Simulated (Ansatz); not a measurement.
**C₄H₁₂BrNOSn: small, medium and large basis sets**

The task here is to estimate one member of a computed series from the others.

Computed with Ansatz 0.2.0, Gaussian basis. Level: one geometry, several basis sets.

The runs, in order: PBE0-D4/def2-SVP; ωB97M-V/def2-SVP; PBE0-D4/def2-QZVPP; ωB97M-V/def2-QZVPP; the functionals' def2-TZVPP values are taken from earlier runs.

**The geometry**

The geometry comes from an earlier relaxation with PBE0-D4 in a triple-zeta def2 set; it is a stationary point, not always the lowest conformer. Sn takes the def2 core potential; no spin-orbit term is included.

20 atoms, charge 0, spin multiplicity 1.

Atoms are counted from 1 here; the program's logs count them from 0.

Bond lengths: C1–C2 1.521 Å, C1–H9 1.093 Å, C1–H10 1.092 Å, C1–H11 1.092 Å, C2–Sn3 2.129 Å, C2–H12 1.093 Å, C2–H13 1.092 Å, Sn3–O4 1.969 Å, Sn3–Br5 2.489 Å, Sn3–N6 2.009 Å, O4–H14 0.960 Å, N6–C7 1.443 Å, N6–C8 1.444 Å, C7–H15 1.092 Å, C7–H16 1.101 Å, C7–H17 1.098 Å, C8–H18 1.094 Å, C8–H19 1.098 Å and more. Angles: C2–C1–H9 110.6°, C2–C1–H10 111.6°, C2–C1–H11 111.5°, H9–C1–H10 107.6°, H9–C1–H11 107.7°, H10–C1–H11 107.6°, C1–C2–Sn3 112.0°, C1–C2–H12 111.5°, C1–C2–H13 112.1°, Sn3–C2–H12 106.2°, Sn3–C2–H13 107.0°, H12–C2–H13 107.6°, C2–Sn3–O4 107.1°, C2–Sn3–Br5 112.8°, C2–Sn3–N6 114.5°, O4–Sn3–Br5 104.0°, O4–Sn3–N6 113.0°, Br5–Sn3–N6 105.1° and more.

Coordinates:

```mol
C4H12BrNOSn
  3D, bonds by distance, orders not assigned

 20 19  0  0  0  0  0  0  0  0999 V2000
    2.5790   -0.7951   -1.7968 C   0  0
    1.9142   -0.5530   -0.4502 C   0  0
   -0.1019    0.0979   -0.6609 Sn  0  0
   -1.0899   -1.3557   -1.5489 O   0  0
   -0.3345    2.0229   -2.2213 Br  0  0
   -0.9645    0.7037    1.0492 N   0  0
   -2.2764    1.3041    1.0153 C   0  0
   -0.7382   -0.0910    2.2337 C   0  0
    3.6086   -1.1377   -1.6616 H   0  0
    2.6099    0.1150   -2.3997 H   0  0
    2.0489   -1.5559   -2.3733 H   0  0
    1.8796   -1.4656    0.1500 H   0  0
    2.4359    0.2076    0.1342 H   0  0
   -1.7614   -1.0374   -2.1574 H   0  0
   -2.3936    1.9223    0.1223 H   0  0
   -3.0929    0.5652    1.0333 H   0  0
   -2.4082    1.9595    1.8862 H   0  0
    0.2718   -0.5116    2.2371 H   0  0
   -0.8275    0.5381    3.1294 H   0  0
   -1.4505   -0.9237    2.3457 H   0  0
  1  2  8  0
  2  3  8  0
  3  4  8  0
  3  5  8  0
  3  6  8  0
  6  7  8  0
  6  8  8  0
  1  9  8  0
  1 10  8  0
  1 11  8  0
  2 12  8  0
  2 13  8  0
  4 14  8  0
  7 15  8  0
  7 16  8  0
  7 17  8  0
  8 18  8  0
  8 19  8  0
  8 20  8  0
M  END
```

Set-up of the first run:

File in.yaml:

```yaml
crystal:
  periodic: [false, false, false]
  atoms:
    - {symbol: C, position_ang: [2.579013, -0.795141, -1.796777]}
    - {symbol: C, position_ang: [1.914200, -0.552956, -0.450211]}
    - {symbol: Sn, position_ang: [-0.101891, 0.097896, -0.660870]}
    - {symbol: O, position_ang: [-1.089906, -1.355711, -1.548870]}
    - {symbol: Br, position_ang: [-0.334458, 2.022942, -2.221303]}
    - {symbol: N, position_ang: [-0.964474, 0.703715, 1.049209]}
    - {symbol: C, position_ang: [-2.276364, 1.304144, 1.015264]}
    - {symbol: C, position_ang: [-0.738230, -0.090957, 2.233689]}
    - {symbol: H, position_ang: [3.608569, -1.137688, -1.661599]}
    - {symbol: H, position_ang: [2.609902, 0.114991, -2.399739]}
    - {symbol: H, position_ang: [2.048871, -1.555876, -2.373312]}
    - {symbol: H, position_ang: [1.879578, -1.465622, 0.150023]}
    - {symbol: H, position_ang: [2.435886, 0.207580, 0.134176]}
    - {symbol: H, position_ang: [-1.761449, -1.037428, -2.157378]}
    - {symbol: H, position_ang: [-2.393630, 1.922293, 0.122264]}
    - {symbol: H, position_ang: [-3.092907, 0.565155, 1.033347]}
    - {symbol: H, position_ang: [-2.408231, 1.959540, 1.886216]}
    - {symbol: H, position_ang: [0.271773, -0.511551, 2.237108]}
    - {symbol: H, position_ang: [-0.827547, 0.538050, 3.129391]}
    - {symbol: H, position_ang: [-1.450505, -0.923678, 2.345670]}
basis:
  gaussian: {orbitals: def2-SVP}
hamiltonian: {xc: pbe0, dispersion: d4}
output: {orbitals: {seedname: orbitals}}
```

Among the steps run: PBE0-D4 in def2-SVP; ωB97M-V in def2-SVP; PBE0-D4 in def2-QZVPP; ωB97M-V in def2-QZVPP.

One of the session's tables, all rows but one given; the rest of the session is left out.

It belongs to the step «Density functionals: the series». 

| functional | basis | HOMO (eV) |
| --- | --- | --- |
| PBE0-D4 | def2-SVP | ? |
| PBE0-D4 | def2-TZVPP | -6.38 |
| PBE0-D4 | def2-QZVPP | -6.41 |
| ωB97M-V | def2-SVP | -8.58 |
| ωB97M-V | def2-TZVPP | -8.71 |
| ωB97M-V | def2-QZVPP | -8.74 |

**Question.** Estimate the row for PBE0-D4, def2-SVP.

As computed: HOMO (eV): -6.26. In the column «HOMO (eV)» it is the highest.
